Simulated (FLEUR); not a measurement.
## AgRh: equation of state with SCAN

The system is AgRh.

```
CELL_PARAMETERS angstrom
2.77759 0.00000 0.00000
-1.38879 2.40546 0.00000
0.00000 0.00000 4.80860
ATOMIC_POSITIONS crystal
Ag 0.00000 0.00000 0.50000
Rh 0.66667 0.33333 0.00000
```

The cell comes from a database or a generator and needn't be the stable form of this composition.

| Property | Result |
| --- | --- |
| Program | FLEUR MaX-R8.1 (later development tree) |
| Task | equation of state |
| Functional | SCAN |
| Potentials or basis | all-electron |
| Basis | FLAPW |
| Kmax | 4.15 1/bohr |
| k mesh | 11 × 11 × 6 |
| Occupations | fermi-dirac, width 0.05 eV |
| Spin | no spin polarisation |

```yaml
Equilibrium_volume: 15.21 Å³/atom
Bulk_modulus_at_fixed_shape_and_positions: 185 GPa
```

Energy against volume, from the lowest point:
```
volume (Å³/atom)  energy (meV/atom)
          15.100               0.00
          15.421               1.23
          16.064              24.23
          16.707              68.78
          17.028              97.43
```

Caveat: the meta-GGA is that of a development version, with a GGA for the radial functions and cores and without core tails; the cell was scaled at fixed shape and fractional positions, which overstates the stiffness of a crystal with free parameters, most of all of layers and chains.
